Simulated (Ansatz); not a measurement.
Write a Python script for Ansatz 0.2.0 through its Python package that makes a ladder of methods at one geometry of C₂H₅BrSi, SMILES [SiH3]C=CBr. Settings (for the species named): MP2, def2-SVP basis, multiplicity 1. The script varies method: mp2, ccsd, ccsd_t.

```xyz
9

Si   -0.4836    1.2077   -0.0664
C    -0.1542   -0.4766    0.3820
C     0.7354   -1.2465   -0.2180
Br    1.1885   -2.9882    0.3031
H    -0.2894    2.1395    1.0626
H     0.3311    1.6939   -1.2097
H    -1.9271    1.3633   -0.4815
H    -0.7080   -0.8353    1.1990
H     1.3958   -0.9042   -0.9882
```

The script, `methods_c2h5brsi.py`:
```python
"""One geometry of C2H5BrSi, method by method."""

import warnings

import ansatz as az

GEOMETRY = """
Si   -0.48360    1.20770   -0.06640
C    -0.15420   -0.47660    0.38200
C     0.73540   -1.24650   -0.21800
Br    1.18850   -2.98820    0.30310
H    -0.28940    2.13950    1.06260
H     0.33110    1.69390   -1.20970
H    -1.92710    1.36330   -0.48150
H    -0.70800   -0.83530    1.19900
H     1.39580   -0.90420   -0.98820
"""

warnings.simplefilter("ignore", az.DeckWarning)

mol = az.Crystal.molecule()
for line in GEOMETRY.strip().splitlines():
    symbol, *xyz = line.split()
    mol = mol.atom(symbol, [float(v) for v in xyz])

calculation = mol.calculation().basis(gaussian="def2-SVP")

methods = ["mp2", "ccsd", "ccsd_t"]
reports = [calculation.correlation(m).run().report for m in methods]
print(f"Hartree-Fock reference {reports[0]['reference_energy_ev'] / 27.211386246:.6f} Ha")
best = reports[-1]["free_energy_ev"] - reports[-1]["reference_energy_ev"]
for method, each in zip(methods, reports):
    gained = each["free_energy_ev"] - each["reference_energy_ev"]
    print(f"{method:8s} total {each['free_energy_ev'] / 27.211386246:.6f} Ha  correlation {gained:9.4f} eV  ({100 * gained / best:.1f} % of the last)")
```

```console
$ python methods_c2h5brsi.py
Hartree-Fock reference -2939.493581 Ha
mp2      total -2940.091192 Ha  correlation  -16.2618 eV  (90.8 % of the last)
ccsd     total -2940.131999 Ha  correlation  -17.3722 eV  (97.0 % of the last)
ccsd_t   total -2940.151757 Ha  correlation  -17.9099 eV  (100.0 % of the last)
```

Caveats:
- Total energies depend on the basis set; only differences at equal settings carry meaning.
- The geometry is a force-field or estimated start, not a minimum of this method, and the basis set is short of its limit. A lower total doesn't mark the better method: functionals have no common bound, and MP2 and coupled cluster aren't variational.
- Inner cores stay frozen; a filled d shell under the valence of the heavier atoms is correlated with it.
- Timing: 29 s on 1 thread of Arm Neoverse V1 (shared host), peak memory 0.48 GiB.
